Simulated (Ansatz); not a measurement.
**ZnHBr: one species, many methods**

Aim: compute ZnHBr with functionals from several rungs and with coupled cluster. The yardstick is the atomisation energy at the CCSD(T) limit.

Computed with Ansatz 0.2.0, Gaussian basis. Level: functionals in def2-TZVPP, the program's frozen cores in correlated methods.

Plan: LDA (SPW92), PBE-D4, revPBE-D4, BLYP-D4, r2SCAN-D4, B97M-V, PBE0-D4, B3LYP-D4, r2SCANh-D4, r2SCAN0-D4, HSE06-D4, BHLYP-D4, CAM-B3LYP-D4, LC-ωPBE, ωB97X-V, ωB97M-V, B2PLYP, PBE-QIDH; CCSD(T)/def2-SVP; CCSD(T)/def2-TZVPP; CCSD(T)/def2-QZVPP; extrapolation to the limit; RPA on PBE.

### Step 1. Structure used throughout

An earlier PBE0-D4 in a triple-zeta def2 set relaxation fixed the geometry.

SMILES `[ZnH][Br]`, 3 atoms, charge 0, spin multiplicity 1.

Atoms are counted from 1 here; the program's logs count them from 0.

Bond lengths: Zn1–Br2 2.242 Å, Zn1–H3 1.524 Å. Angles: Br2–Zn1–H3 180.0°.

Coordinates:

```mol
BrHZn
  3D, bonds by distance, orders not assigned

  3  2  0  0  0  0  0  0  0  0999 V2000
   -0.1938   -0.1113   -0.1182 Zn  0  0
    1.5894    0.7299    0.9485 Br  0  0
   -1.4065   -0.6833   -0.8435 H   0  0
  1  2  8  0
  1  3  8  0
M  END
```

### Step 2. LDA

This LDA is Slater exchange with PW92 correlation.

in.yaml

```yaml
crystal:
  periodic: [false, false, false]
  atoms:
    - {symbol: Zn, position_ang: [-0.193831, -0.111347, -0.118164]}
    - {symbol: Br, position_ang: [1.589439, 0.729856, 0.948465]}
    - {symbol: H, position_ang: [-1.406508, -0.683309, -0.843501]}
basis:
  gaussian: {orbitals: def2-TZVPP}
hamiltonian: {xc: lda}
output: {orbitals: {seedname: orbitals}}
```

Run with:

```bash
$ ansatz run in.yaml --threads 2 --pin off --events-out ev --progress --plain --max-ram 32768MiB --backend cpu
```

The runs that follow: PBE-D4 (GGA); revPBE-D4 (GGA); BLYP-D4 (GGA); r2SCAN-D4 (meta-GGA); B97M-V (meta-GGA); PBE0-D4 (hybrid); B3LYP-D4 (hybrid); r2SCANh-D4 (hybrid); r2SCAN0-D4 (hybrid); HSE06-D4 (hybrid); BHLYP-D4 (hybrid); CAM-B3LYP-D4 (range-separated); LC-ωPBE (range-separated); ωB97X-V (range-separated); ωB97M-V (range-separated); B2PLYP (double hybrid); PBE-QIDH (double hybrid); CCSD(T) in def2-SVP; CCSD(T) in def2-TZVPP; CCSD(T) in def2-QZVPP; RPA on PBE orbitals.

**Question.** What will the summary of the whole plan be? Wanted: atomisation energy, CCSD(T)/CBS; farthest beyond LDA; mean size of error, GGA; mean size of error, meta-GGA; mean size of error, hybrid; mean size of error, range-separated; mean size of error, double hybrid; gap, smallest and largest; T1 diagnostic.

**Answer**, as computed:

```
                               quantity                                  value
        atomisation energy, CCSD(T)/CBS                           525.3 kJ/mol
  functionals within 5.3 kJ/mol (1.0 %)                      ωB97X-V, PBE-QIDH
                    farthest beyond LDA                 BLYP-D4 (-44.2 kJ/mol)
                mean size of error, GGA                            30.9 kJ/mol
           mean size of error, meta-GGA                            11.9 kJ/mol
             mean size of error, hybrid                            15.3 kJ/mol
    mean size of error, range-separated                             9.6 kJ/mol
      mean size of error, double hybrid                            13.2 kJ/mol
              gap, smallest and largest  5.52 eV (BLYP-D4), 12.23 eV (LC-ωPBE)
                          T1 diagnostic                                 0.0121
triples share of the correlation energy                                  3.0 %
```

**Reading.** LDA overbinds by 65.7 kJ/mol (13 %). PBE-D4 misses by -16.1 kJ/mol. Double hybrids carry the basis error of their MP2 part in triple zeta, and no dispersion term here, so their miss is partly the set-up's. Taken by rung, range-separated functionals do best (9.6 kJ/mol on average) and GGA ones worst beyond LDA (30.9 kJ/mol). The gap between the best rungs is small, so their order is not settled. The reference freezes the cores and leaves out relativity and excitations past (T), and its outer-core shells are covered unevenly, so misses under about 5.3 kJ/mol can't be ranked. All levels share the lack of spin-orbit coupling, which lowers the free heavy atoms and so the true binding. Hartree-Fock recovers 75 % of the binding; the rest is correlation. CCSD(T) in def2-SVP is off by -47.5 kJ/mol, so the small basis spoils what the method gains. The gap grows from 5.5 to 12.2 eV across the functionals, mostly with the share of exact exchange. For Zn the d shell is correlated and the shells below it are frozen. Correlated methods include outer-core shells of Br, which these sets cover unevenly.
